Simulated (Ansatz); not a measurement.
Relaxation of a periodic cell of 17 atoms, Si$_{16}$Au (host Si, host structure diamond, interstitial Au), to a largest force component of 0.03 eV/Å in at most 60 steps.

Level of theory: DFT PBE, scalar-relativistic, plane waves, PAW (Ansatz 0.2.0). Settings: PAW set soft_1, cutoff 420 eV, k mesh 2x2x2, gaussian smearing 0.05 eV, spin collinear.

```xyz
17
Lattice="0.0000 5.4300 5.4300 5.4300 0.0000 5.4300 5.4300 5.4300 0.0000" Properties=species:S:1:pos:R:3
Si 0.000 0.000 0.000
Si 1.357 1.357 1.357
Si 2.715 2.715 0.000
Si 4.072 4.072 1.357
Si 2.715 0.000 2.715
Si 4.072 1.357 4.072
Si 5.430 2.715 2.715
Si 6.787 4.072 4.072
Si 0.000 2.715 2.715
Si 1.357 4.072 4.072
Si 2.715 5.430 2.715
Si 4.072 6.787 4.072
Si 2.715 2.715 5.430
Si 4.072 4.072 6.787
Si 5.430 5.430 5.430
Si 6.787 6.787 6.787
Au 8.134 8.200 8.201
```

Where does it end, and by what steps?

The run converged. The force dipped under the threshold on the way, but the program's further checks kept it going. Limits of this set-up: coarse k mesh, a small cell, in which the defect meets its images. After 10 steps the energy has fallen by 1.045 eV; Au17 moved furthest, 1.04 Å. Parted: Si7–Au17 (2.71 → 3.50 Å), Si11–Au17 (2.77 → 3.51 Å), Si13–Au17 (2.77 → 3.51 Å).

```json
{"step": "0", "energy less start (eV)": "0.0000", "largest force component (eV/Å)": "1.924", "accepted": "yes"}
{"step": "1", "energy less start (eV)": "-0.5894", "largest force component (eV/Å)": "0.372", "accepted": "yes"}
{"step": "2", "energy less start (eV)": "-0.6099", "largest force component (eV/Å)": "0.061", "accepted": "yes"}
{"step": "3", "energy less start (eV)": "-0.6495", "largest force component (eV/Å)": "0.436", "accepted": "yes"}
{"step": "4", "energy less start (eV)": "-0.7253", "largest force component (eV/Å)": "0.466", "accepted": "yes"}
{"step": "5", "energy less start (eV)": "-0.8255", "largest force component (eV/Å)": "0.507", "accepted": "yes"}
{"step": "6", "energy less start (eV)": "-0.9170", "largest force component (eV/Å)": "0.273", "accepted": "yes"}
{"step": "7", "energy less start (eV)": "-1.0218", "largest force component (eV/Å)": "0.175", "accepted": "yes"}
{"step": "8", "energy less start (eV)": "-1.0340", "largest force component (eV/Å)": "0.226", "accepted": "yes"}
{"step": "9", "energy less start (eV)": "-1.0454", "largest force component (eV/Å)": "0.024", "accepted": "yes"}
{"step": "10", "energy less start (eV)": "-1.0454", "largest force component (eV/Å)": "0.024", "accepted": "yes"}
```

```xyz
17
Lattice="0.0000 5.4300 5.4300 5.4300 0.0000 5.4300 5.4300 5.4300 0.0000" Properties=species:S:1:pos:R:3
Si -0.224 -0.224 -0.225
Si 1.117 1.117 1.117
Si 2.563 2.572 0.103
Si 3.964 3.963 1.341
Si 2.563 0.103 2.572
Si 3.964 1.341 3.963
Si 5.372 2.758 2.757
Si 6.608 4.153 4.153
Si 0.094 2.563 2.564
Si 1.333 3.958 3.958
Si 2.746 5.369 2.751
Si 4.144 6.610 4.144
Si 2.746 2.751 5.369
Si 4.145 4.143 6.610
Si 5.591 5.602 5.603
Si 6.935 6.941 6.941
Au 8.775 8.780 8.780
```

Whether the end is a true minimum wasn't checked by a vibrational analysis.

Run time: 79 s on 2 threads of Arm Neoverse V2, with other jobs on the host, peak memory 0.73 GiB.
